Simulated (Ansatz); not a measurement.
# Ge2Sb2Te5 (P-3m1) in Ansatz: band structure with LDA

Aim: the band structure of Ge2Sb2Te5 with LDA.

Program: Ansatz 0.2.0. These are calculated values, not measurements. Logs are shortened: lines on timing, memory, paths and dates and some standing lists are left out, and cuts for length are marked.

**1. Starting point**

Symmetry: P-3m1, No. 164, trigonal system. Conventional cell: a = 4.294 Å, b = 4.294 Å, c = 17.101 Å, α = 90.00°, β = 90.00°, γ = 120.00°. Around Te (site symmetry 3m) lie 3 Sb at 3.01 Å. Around Te (site symmetry 3m) lie 3 Ge at 3.00 Å and 3 Sb at 3.20 Å. Te (site symmetry -3m) is surrounded by 6 Ge at 3.04 Å. Around Sb (site symmetry 3m) lie 6 Te at 3.01 to 3.20 Å. Ge (site symmetry 3m) has 6 Te at 3.00 to 3.04 Å as nearest neighbours.

The cell comes from a database or a generator and needn't be the stable form of this composition.

**2. Band structure, LDA**

Contents of input.yaml:

```yaml
crystal:
  lattice:
    - [4.2940644248, 0.0, 0.0]
    - [-2.1470322124, 3.7187688774, 0.0]
    - [0.0, 0.0, 17.101346]
  atoms:
    - { symbol: Te, position: [0.6666666667, 0.3333333333, 0.419892] }
    - { symbol: Te, position: [0.3333333333, 0.6666666667, 0.580108] }
    - { symbol: Te, position: [0.3333333333, 0.6666666667, 0.201542] }
    - { symbol: Te, position: [0.6666666667, 0.3333333333, 0.798458] }
    - { symbol: Te, position: [0.0, 0.0, 0.0] }
    - { symbol: Sb, position: [0.0, 0.0, 0.320068] }
    - { symbol: Sb, position: [0.0, 0.0, 0.679932] }
    - { symbol: Ge, position: [0.6666666667, 0.3333333333, 0.102895] }
    - { symbol: Ge, position: [0.3333333333, 0.6666666667, 0.897105] }
hamiltonian:
  xc: lda
  pseudopotentials: { kind: paw }
kpoints:
  mp_grid: { grid: [7, 7, 2] }
  band_path:
    path:
      - [[0.0, 0.0, 0.0], [0.5, 0.0, 0.0], [0.3333333333, 0.3333333333, 0.0], [0.0, 0.0, 0.0], [0.0, 0.0, 0.5], [0.5, 0.0, 0.5], [0.3333333333, 0.3333333333, 0.5], [0.0, 0.0, 0.5]]
      - [[0.5, 0.0, 0.5], [0.5, 0.0, 0.0]]
      - [[0.3333333333, 0.3333333333, 0.0], [0.3333333333, 0.3333333333, 0.5]]
    npoints: 10
scf:
  occupations: { method: fermi_dirac, width: 0.05 }
  n_extra_bands: 22
output:
  forces: true
  stress: true
  eigenvalues: true
  fatbands: false
  write_density: true
  write_potential: true
  elf: true
  volumetric_format: npy
```

Potentials or basis: Ansatz PAW.

Command:

```console
ansatz run input.yaml --threads 4 --pin off --max-ram 11264MiB --backend cpu --events-out ev --progress --plain --runs-dir out
```

The log of the run:

```text
Warning: RAYON_NUM_THREADS=4 ignored (pool sized by the plan → 4); use --threads N
scf.n_extra_bands = 22 over 69 filled bands (N_el = 138.0): the run solves 91 bands
Engine: ansatz 0.2.0, aarch64-unknown-linux-gnu
Pseudopotentials: kind: paw
Pseudopotential: Te, paw, valence charge 16, recommended cutoff 420 eV (normal), Te.paw.azcp
Pseudopotential: Sb, paw, valence charge 15, recommended cutoff 420 eV (normal), Sb.paw.azcp
Pseudopotential: Ge, paw, valence charge 14, recommended cutoff 420 eV (normal), Ge.paw.azcp
Functional definition: SPW92
  exchange = slater_x
  correlation = pw_c
Crystal: 9 atoms, lattice volume = 273.085 Å³
Basis set: ecut = 420 eV, 5295 PW (Γ)
Bands: 91, of which v1, the nominal top of the filled ones, is band 69 counted from 1 (68 counted from 0)
Symmetry: 12 space group operations
Space group: P-3m1 (ITA 164), of the structure as read, at distance tolerance 6.5e-5 Å
k-points: 16 of 98
Non-local potential: Te, projectors of the file, l = 0: 2, l = 1: 2, l = 2: 2, l = 3: 2
Non-local potential: Sb, projectors of the file, l = 0: 2, l = 1: 2, l = 2: 2, l = 3: 2
[... 40 lines left out ...]
  E_aug_tail   = -0.000451  (compensation charges beyond the density's cutoff)
  E_ewald      = -13595.634202
  E_core_change = 8.327605  (= ΣΔE_core)
  E_smearing   = -0.001139  (= −TS)
  E_closure    = 0.000000  (closes the sum)
  Σ components = -55239.791372   (vs F -55239.791372, Δ=0.00e0)
--- Forces (eV/Å), atoms counted from 1 ---
  atom   1  Te     0.00000000     0.00000000    -0.20122220
  atom   2  Te    -0.00000000    -0.00000000     0.20122220
  atom   3  Te    -0.00000000     0.00000000    -0.04867988
  atom   4  Te     0.00000000    -0.00000000     0.04867988
  atom   5  Te     0.00000000     0.00000000     0.00000000
  atom   6  Sb     0.00000000    -0.00000000    -0.01001601
  atom   7  Sb     0.00000000     0.00000000     0.01001601
  atom   8  Ge    -0.00000000    -0.00000000    -0.08071249
  atom   9  Ge     0.00000000     0.00000000     0.08071249
  max |Σ_I F_I| component: 4.63e-18 eV/Å
--- Stress (GPa, compression-positive) ---
       -3.292322      -0.000000      -0.000000
        0.000000      -3.292322      -0.000000
        0.000000      -0.000000      -3.402044
  P = ⅓ Tr σ = -3.3289 GPa (-33.289 kbar)
--- Band table (eV; the first three rows and the last of 16) ---
  k-point 0: bands = ["-28.1468", "-28.1468", "-28.1443", "-28.1443", "-28.1387", "-28.1387", "-28.1362", "-28.1362", "-28.1355", "-28.1344", "-27.9013", "-27.9013", "-27.8990", "-27.8990", "-27.8990", "-27.8990", "-27.8824", "-27.8824", "-27.8824", "-27.8824", "-27.7822", "-27.7822", "-27.7801", "-27.7773", "-27.7773", "-20.7097", "-20.7097", "-20.7097", "-20.7097", "-20.7051", "-20.7051", "-20.7046", "-20.7046", "-20.7046", "-20.7046", "-16.1625", "-16.1625", "-16.1617", "-16.1617", "-16.1573", "-16.1571", "-16.1566", "-16.1566", "-16.1558", "-16.1558", "-4.3249", "-4.0499", "-3.7098", "-2.9422", "-2.6262", "0.1588", "0.2055", "1.8345", "2.8832", "6.1447", "6.7775", "6.7775", "6.9065", "6.9065", "6.9302", "7.2887", "7.2887", "7.3311", "7.3311", "7.6331", "7.6331", "7.6636", "7.9958", "8.8360", "9.1235", "9.1365", "9.1365", "9.7755", "9.7755", "9.8119", "10.3487", "10.3487", "10.4547", "11.5365", "11.5982", "11.5982", "13.7237", "13.7863", "14.3451", "14.3451", "14.4092", "14.4092", "14.5420", "14.8478", "15.8215", "15.8215"]
  k-point 1: bands = ["-28.1468", "-28.1468", "-28.1443", "-28.1443", "-28.1387", "-28.1387", "-28.1362", "-28.1362", "-28.1355", "-28.1344", "-27.9013", "-27.9013", "-27.8990", "-27.8990", "-27.8990", "-27.8990", "-27.8824", "-27.8824", "-27.8824", "-27.8824", "-27.7822", "-27.7822", "-27.7801", "-27.7773", "-27.7773", "-20.7097", "-20.7097", "-20.7097", "-20.7097", "-20.7051", "-20.7051", "-20.7046", "-20.7046", "-20.7046", "-20.7046", "-16.1625", "-16.1625", "-16.1617", "-16.1617", "-16.1573", "-16.1571", "-16.1566", "-16.1566", "-16.1558", "-16.1558", "-4.2812", "-4.1615", "-3.5050", "-3.2216", "-2.4523", "-0.2294", "0.7580", "1.5290", "3.0167", "6.0333", "6.7797", "6.7797", "6.9027", "6.9027", "7.1884", "7.2362", "7.2362", "7.4123", "7.4555", "7.4555", "7.5502", "7.5502", "8.1128", "8.6944", "9.3663", "9.3663", "9.3936", "9.4256", "9.4256", "9.5865", "10.5248", "10.5503", "10.5503", "11.5143", "11.5143", "11.5389", "13.6980", "13.8392", "14.1734", "14.1747", "14.1747", "14.7978", "14.7978", "15.2119", "15.2119", "15.5510"]
  k-point 2: bands = ["-28.1466", "-28.1466", "-28.1444", "-28.1440", "-28.1389", "-28.1389", "-28.1365", "-28.1360", "-28.1352", "-28.1341", "-27.9012", "-27.9012", "-27.8991", "-27.8991", "-27.8991", "-27.8991", "-27.8824", "-27.8824", "-27.8821", "-27.8821", "-27.7823", "-27.7821", "-27.7799", "-27.7773", "-27.7770", "-20.7101", "-20.7101", "-20.7090", "-20.7090", "-20.7050", "-20.7050", "-20.7046", "-20.7046", "-20.7045", "-20.7045", "-16.1630", "-16.1624", "-16.1621", "-16.1615", "-16.1572", "-16.1570", "-16.1565", "-16.1564", "-16.1559", "-16.1556", "-4.1470", "-3.8758", "-3.5476", "-2.8153", "-2.5200", "0.1703", "0.2099", "1.5698", "2.4857", "5.3528", "5.7300", "5.8951", "6.3047", "6.3284", "6.4219", "6.5228", "6.9495", "7.2411", "7.2455", "7.5435", "7.7057", "7.8258", "8.0665", "8.6241", "9.3477", "9.4542", "9.8831", "9.9465", "10.1143", "10.2321", "10.7761", "10.8300", "11.2991", "11.7923", "11.8161", "12.2088", "13.0730", "13.5799", "13.6784", "14.3441", "14.5116", "14.5575", "14.8828", "15.1026", "15.5423", "16.0122"]
  k-point 15: bands = ["-28.1461", "-28.1448", "-28.1441", "-28.1428", "-28.1403", "-28.1388", "-28.1381", "-28.1354", "-28.1336", "-28.1334", "-27.9005", "-27.9005", "-27.8995", "-27.8995", "-27.8993", "-27.8993", "-27.8818", "-27.8818", "-27.8813", "-27.8813", "-27.7825", "-27.7823", "-27.7792", "-27.7768", "-27.7763", "-20.7106", "-20.7106", "-20.7085", "-20.7085", "-20.7051", "-20.7051", "-20.7043", "-20.7043", "-20.7024", "-20.7024", "-16.1641", "-16.1634", "-16.1627", "-16.1618", "-16.1565", "-16.1564", "-16.1557", "-16.1556", "-16.1554", "-16.1549", "-2.5654", "-2.4483", "-2.2611", "-2.2353", "-2.0400", "-0.7953", "-0.7783", "0.4423", "0.5027", "3.8713", "3.8944", "4.2185", "4.2831", "4.4293", "4.9893", "5.1567", "5.4411", "5.6080", "6.3101", "6.5351", "7.2659", "7.5327", "7.7898", "7.9834", "9.7769", "9.8517", "10.4020", "10.4837", "11.1752", "11.3234", "12.2543", "12.4604", "12.4755", "13.3000", "13.6602", "13.8628", "13.9451", "14.0197", "14.0705", "14.1366", "14.8921", "15.7306", "15.7530", "16.1293", "16.2586", "16.4208"]
```

Wall time 44 s (4 threads of Arm Neoverse N1, shared host); peak memory 1.6 GiB.

What came out:

```yaml
Free_energy: -55239.7914 eV
Pressure: -3.3 GPa
Largest_force: 0.201 eV/Å
Band_gap_on_the_k_mesh: 0.29 eV, direct
Band_gap_along_the_path: 0.25 eV, indirect (least direct gap 0.29 eV)
```

Forces on the atoms (eV/Å):
```
Te   0.000  0.000 -0.201
Te   0.000  0.000  0.201
Te   0.000  0.000 -0.049
Te   0.000  0.000  0.049
Te   0.000  0.000  0.000
Sb   0.000  0.000 -0.010
Sb   0.000  0.000  0.010
Ge   0.000  0.000 -0.081
Ge   0.000  0.000  0.081
```

Levels at the corners of the path, in eV from the valence-band top:
```tsv
point	band 66	band 67	band 68	band 69	band 70	band 71	band 72	band 73
Γ	-1.20	-1.17	-0.84	0.00	0.29	0.30	0.30	0.94
M	-1.58	-1.47	-1.29	-0.83	0.46	0.95	1.06	1.25
K	-2.31	-0.73	-0.73	-0.64	0.70	0.70	0.94	2.67
Γ	-1.20	-1.17	-0.84	0.00	0.29	0.30	0.30	0.94
A	-1.29	-1.29	-0.72	-0.14	0.53	0.53	0.56	0.59
L	-2.08	-1.77	-1.23	-0.55	0.33	0.59	1.56	1.59
H	-1.70	-1.33	-1.33	-1.25	1.56	1.56	1.70	1.70
A	-1.29	-1.29	-0.72	-0.14	0.53	0.53	0.56	0.59
L	-2.08	-1.77	-1.23	-0.55	0.33	0.59	1.56	1.59
M	-1.58	-1.47	-1.29	-0.83	0.46	0.95	1.06	1.25
K	-2.31	-0.73	-0.73	-0.64	0.70	0.70	0.94	2.67
H	-1.70	-1.33	-1.33	-1.25	1.56	1.56	1.70	1.70
```

Caveat: spin-orbit coupling is left out, which moves the levels of the heavy elements; the PAW data sets come from PBE, with cores solved anew for the run's functional, which leaves a small shift of forces and pressure.
